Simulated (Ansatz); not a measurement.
# NaLiZnS2: the cost of one run

Computed with Ansatz 0.2.0 (DFT PBEsol, scalar-relativistic, plane waves, PAW, unless a step's input says otherwise).

### 1 The starting structure

It takes space group P3m1 (No. 156, trigonal). Conventional cell: a = 3.982 Å, b = 3.982 Å, c = 6.824 Å, α = 90.00°, β = 90.00°, γ = 120.00°. Na (site symmetry 3m) has 6 S at 2.84 to 3.04 Å and 3 Li at 3.22 Å as nearest neighbours. Li (site symmetry 3m) is surrounded by 4 S at 2.37 to 2.57 Å. Zn (site symmetry 3m) has 4 S at 2.32 to 2.45 Å as nearest neighbours. S (site symmetry 3m) has 3 Zn at 2.45 Å and 1 Li at 2.57 Å and 3 Na at 3.04 Å as nearest neighbours. Around S (site symmetry 3m) lie 1 Zn at 2.32 Å and 3 Li at 2.37 Å and 3 Na at 2.84 Å.

Coordinates:

```
CELL_PARAMETERS angstrom
3.98206 0.00000 0.00000
-1.99103 3.44856 0.00000
0.00000 0.00000 6.82385
ATOMIC_POSITIONS crystal
Na 0.00000 0.00000 0.02616
Li 0.33333 0.66667 0.35665
Zn 0.66667 0.33333 0.61163
S 0.33333 0.66667 0.73381
S 0.66667 0.33333 0.27174
```

Source of the structure: the Materials Project (structure only).

### 2 Quick check of gap, pressure and forces

File input.yaml:

```yaml
crystal:
  lattice:
    - [3.9820562985, 0.0, 0.0]
    - [-1.9910281493, 3.4485619138, 0.0]
    - [0.0, 0.0, 6.82385]
  atoms:
    - { symbol: Na, position: [0.0, 0.0, 0.026164] }
    - { symbol: Li, position: [0.33333333, 0.66666667, 0.356647] }
    - { symbol: Zn, position: [0.66666667, 0.33333333, 0.611634] }
    - { symbol: S, position: [0.33333333, 0.66666667, 0.733812] }
    - { symbol: S, position: [0.66666667, 0.33333333, 0.271743] }
basis:
  ecutwfc: 420
kpoints:
  mp_grid: { grid: [6, 6, 4] }
hamiltonian:
  xc: pbesol
scf:
  occupations: { method: gaussian, width: 0.1 }
output:
  forces: true
  stress: true
  eigenvalues: true
```

Q: Estimate wall time and peak memory on 1 thread of an x86-64 CPU, shared host.

About 3.4 s, with a peak of 0.39 GiB.
